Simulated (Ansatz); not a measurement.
**F2GeH2: molecular dynamics**

Aim: follow the molecule's vibrations and see whether its bonds hold. The start is relaxed first. Runs: 40 steps of 2 fs at constant energy, with velocities drawn for 300 K. SMILES of the start: [F][GeH2][F].

Program: Ansatz 0.2.0. Level of theory: RKS BHLYP/def2-SVP. These are calculated values, not measurements.

### 1 The starting structure

Bond lengths: Ge1–H2 1.550 Å, Ge1–H3 1.550 Å, Ge1–F4 1.679 Å, Ge1–F5 1.679 Å. Angles: H2–Ge1–H3 109.5°, H2–Ge1–F4 109.5°, H2–Ge1–F5 109.5°, H3–Ge1–F4 109.5°, H3–Ge1–F5 109.5°, F4–Ge1–F5 109.5°.

Coordinates:

```xyz
5

Ge    0.0000    0.0000    0.0000
H     0.0000    0.0000    1.5500
H     1.4616    0.0000   -0.5162
F    -0.7913    1.3709   -0.5594
F    -0.7913   -1.3709   -0.5594
```

### 2 Relaxing the start

File input.yaml:

```yaml
crystal:
  periodic: [false, false, false]
  atoms:
    - { symbol: Ge, position_ang: [0.0, 0.0, 0.0] }
    - { symbol: H, position_ang: [0.0, 0.0, 1.55] }
    - { symbol: H, position_ang: [1.4616, 0.0, -0.5162] }
    - { symbol: F, position_ang: [-0.7913, 1.3709, -0.5594] }
    - { symbol: F, position_ang: [-0.7913, -1.3709, -0.5594] }
basis:
  gaussian: { orbitals: def2-SVP }
hamiltonian:
  xc: { name: BHLYP }
relax:
  f_tol: 0.02
  max_steps: 40
```

Launch:

```sh
ansatz run input.yaml --threads 1 --pin off --max-ram 2048MiB --backend cpu --events-out ev --progress --plain --runs-dir out
```

The runs that follow: Dynamics.

What does the calculation give? Wanted: relaxation of the start; temperature, first and last step; temperature, second half; potential energy, second half; largest change of the total energy; bonds formed or broken.

**Answer**, as computed:

| quantity | value |
| --- | --- |
| relaxation of the start | 4 moves, 0.122 eV lower |
| length | 40 steps of 2 fs |
| temperature, first and last step | 300 and 132 K |
| temperature, second half | mean 153 K, from 52 to 254 K |
| potential energy, second half | +12 meV/atom from the start |
| largest change of the total energy | 2.06 meV/atom |
| bonds formed or broken | 0 |

The temperature starts at 300 K and averages 153 K in the second half, where it ranges from 52 to 254 K. About half is expected from a start at a minimum: kinetic energy passes into potential energy until both shares match. The total energy strays from its start by at most 2.06 meV/atom, 17 % of the mean kinetic energy, which is poor: the step of 2 fs is too long for the fastest motion. The bonding pattern survives the run. 80 fs on 5 atoms is far too short and small for converged averages. The nuclei move classically, without zero-point motion, which matters most for hydrogen.
